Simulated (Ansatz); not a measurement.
# Hf6F: the cost of one run

Program: Ansatz 0.2.0. Level of theory: DFT PBE, scalar-relativistic, plane waves, PAW, unless a step names another level. These are calculated values, not measurements.

9 further runs of the same task are left out: 2 that didn't finish, 7 set aside as unsound or not needed.

## 1. Plan

Pauling electronegativities: Hf 1.30, F 3.98 (spread 2.68). No set of common oxidation states balances it. Tabulated atomic sizes suggest about 18 Å³/atom. 24 candidates were drawn, by swapping species into database cells of other compounds, at random by space group and Wyckoff sites, or by hand, as the table says:

| name | made from | space group no. | Wyckoff sites | atoms (primitive cell) | V (Å³/atom) |
| --- | --- | --- | --- | --- | --- |
| c01 | random | 164 | Hf 6i; F 1a | 7 | 22.7 |
| c02 | random | 139 | Hf 4c, 8j; F 2b | 7 | 18.0 |
| c03 | database cell of Zn6Mo | 225 | Hf 24d; F 4a | 7 | 19.4 |
| c04 | database cell of SmB6 | 221 | Hf 6e; F 1b | 7 | 17.7 |
| c05 | random | 221 | Hf 6e; F 1a | 7 | 20.2 |
| c06 | built by hand: P-31m unstaggered hcp interstitial M6X | 162 | Hf 6k; F 1a | 7 | 18.4 |
| c07 | random | 99 | Hf 4e, 2c; F 1b | 7 | 19.8 |
| c08 | random | 139 | Hf 4c, 8f; F 2a | 7 | 19.7 |
| c09 | database cell of MoCl6 | 162 | Hf 6k; F 1b | 7 | 18.2 |
| c10 | random | 65 | Hf 4e, 8n; F 2a | 7 | 22.9 |
| c11 | random | 191 | Hf 4h, 2d; F 1b | 7 | 22.3 |
| c12 | random | 191 | Hf 6l; F 1a | 7 | 21.5 |
| c13 | random | 183 | Hf 6e; F 1a | 7 | 17.8 |
| c14 | database cell of LiC6 | 191 | Hf 6k; F 1a | 7 | 15.0 |
| c15 | random | 166 | Hf 18h; F 3a | 7 | 19.5 |
| c16 | database cell of Ti6O | 162 | Hf 6k; F 1a | 7 | 20.9 |
| c17 | built by hand: Layered hcp Hf slab with full F layer | 164 | Hf 2d, 2d, 2d; F 1a | 7 | 18.4 |
| c18 | built by hand: Ti6O-type (P-31c ordered interstitial suboxide) | 163 | Hf 12i; F 2c | 14 | 18.4 |
| c19 | random | 107 | Hf 8d, 4b; F 2a | 7 | 19.2 |
| c20 | database cell of DyB6 | 221 | Hf 6f; F 1a | 7 | 17.5 |
| c21 | random | 99 | Hf 4d, 2c; F 1b | 7 | 18.8 |
| c22 | random | 139 | Hf 8j, 4d; F 2b | 7 | 21.9 |
| c23 | built by hand: Hf6O-type (R-3 ordered interstitial suboxide) | 148 | Hf 18f; F 3a | 7 | 18.4 |
| c24 | database cell of SF6 | 229 | Hf 12e; F 2a | 7 | 18.8 |

## 2. Screening run of c06

Input file input.yaml:

```yaml
crystal:
  lattice:
    - [5.45, 0.0, 0.0]
    - [-2.725, 4.71983845, 0.0]
    - [0.0, 0.0, 5.0]
  atoms:
    - { symbol: Hf, position: [0.34, 0.34, 0.75] }
    - { symbol: Hf, position: [0.66, 0.66, 0.25] }
    - { symbol: Hf, position: [0.34, 0.0, 0.25] }
    - { symbol: Hf, position: [0.0, 0.66, 0.75] }
    - { symbol: Hf, position: [0.0, 0.34, 0.25] }
    - { symbol: Hf, position: [0.66, 0.0, 0.75] }
    - { symbol: F, position: [0.0, 0.0, 0.0] }
basis:
  ecutwfc: 420
kpoints:
  mp_grid: { grid: [4, 4, 3] }
hamiltonian:
  xc: pbe
scf:
  occupations: { method: gaussian, width: 0.2 }
  lower_state_search: "off"
output:
  forces: true
  stress: true
  eigenvalues: true
relax:
  adjacent_minimum: "off"
  f_tol: 0.08
  max_steps: 16
  cell: { stress_tol: 0.8 }
```

Run with:

```bash
ansatz run input.yaml --threads 1 --pin off --max-ram 2560MiB --backend cpu --events-out ev --progress --plain --runs-dir out
```

Q: Estimate wall time and peak memory on 1 thread of Intel Xeon 6975P-C (Granite Rapids), shared host.

About 23 s, with a peak of 0.52 GiB.
